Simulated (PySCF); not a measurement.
# How the numerical set-up moves the result for LiGa

The method stays; parts of the set-up, such as the basis or the Hamiltonian, are changed.

Method: method and basis as typed in the scripts; program: PySCF 2.14.0.

6 further runs of the same task are left out: 6 that didn't finish.

**1. Starting geometry**

LiGa: 2 atoms, charge 0, spin multiplicity 1.

Bond lengths: Li1–Ga2 2.241 Å.

**2. Base script**

The input, input.py:

```python
from pyscf import gto, scf
from pyscf.hessian import thermo

mol = gto.M(
    atom='Li 0 0 0; Ga 0 0 2.241',
    basis='6-31g',
    charge=0,
    spin=0,
    symmetry=True,
    verbose=4,
)
mf = scf.RHF(mol)
mf.kernel()
hess = mf.Hessian().kernel()
print('wavenumber (cm^-1) =', thermo.harmonic_analysis(mol, hess)['freq_wavenumber'].round(1))
mf.dip_moment()
print('orbital energies (hartree):', mf.mo_energy[..., max(0, mol.nelec[1]-3):mol.nelec[0]+3].round(4))
```

Started as:

```console
> OMP_NUM_THREADS=1 python input.py
```

The log of this run is left out.

Base result: E(SCF) = -1930.298654 Eh, 9 cycles, μ = 3.87 D, wavenumbers 635 cm⁻¹.

The bond length is a typed value, not an optimised one, so the wavenumber is not that of the minimum.

**3. Cartesian functions on**

Edit 1 changes Cartesian functions: off → on.

The input, input.py:

```python
from pyscf import gto, scf
from pyscf.hessian import thermo

mol = gto.M(
    atom='Li 0 0 0; Ga 0 0 2.241',
    basis='6-31g',
    charge=0,
    spin=0,
    symmetry=True,
    cart=True,
    verbose=4,
)
mf = scf.RHF(mol)
mf.kernel()
hess = mf.Hessian().kernel()
print('wavenumber (cm^-1) =', thermo.harmonic_analysis(mol, hess)['freq_wavenumber'].round(1))
mf.dip_moment()
print('orbital energies (hartree):', mf.mo_energy[..., max(0, mol.nelec[1]-3):mol.nelec[0]+3].round(4))
```

Started as:

```console
> OMP_NUM_THREADS=1 python input.py
```

**4. Crenbl (core potential on)**

Edit 2 changes basis set: 6-31g → crenbl; core potential: off → on. The core potential changes with it: totals don't compare.

Edit input.py of step 2 so:

```diff
@@ -5,3 +5,4 @@
     atom='Li 0 0 0; Ga 0 0 2.241',
-    basis='6-31g',
+    basis='crenbl',
+    ecp={'Li': 'crenbl', 'Ga': 'crenbl'},
     charge=0,
```

**5. Spin-free X2C on**

Edit 3 changes spin-free X2C: off → on.

Edit input.py of step 2 so:

```diff
@@ -12,2 +12,3 @@
 mf = scf.RHF(mol)
+mf = mf.sfx2c1e()
 mf.kernel()
```

**Question.** What will these runs give? Wanted: for each run, E(SCF); from base; gap; SCF dipole; after the SCF.

As calculated:

| run | E(SCF) (hartree) | from base (eV) | cycles | gap (eV) | SCF dipole (D) | functions | after the SCF |
| --- | --- | --- | --- | --- | --- | --- | --- |
| base | -1930.298654 | 0 | 9 | 5.31 | 3.87 | 36 | highest mode 635 cm⁻¹ |
| Cartesian functions on | -1930.299994 | -0.0364 | 9 | 5.31 | 3.89 | 38 | highest mode 636 cm⁻¹ |
| crenbl (core potential on) | -77.688794 | not comparable | 10 | 5.17 | 3.59 | 48 | highest mode 600 cm⁻¹ |
| spin-free X2C on | -1945.359339 | -409.8221 | 9 | 5.32 | 3.75 | 36 | highest mode 632 cm⁻¹ |

What this shows: The largest comparable shift of the SCF energy, -409.822 eV, comes with the run “spin-free X2C on”. Scalar relativity lowers the total energy by 409.82 eV, nearly all of it in the inner shells; a basis contracted without relativity catches only part of it.
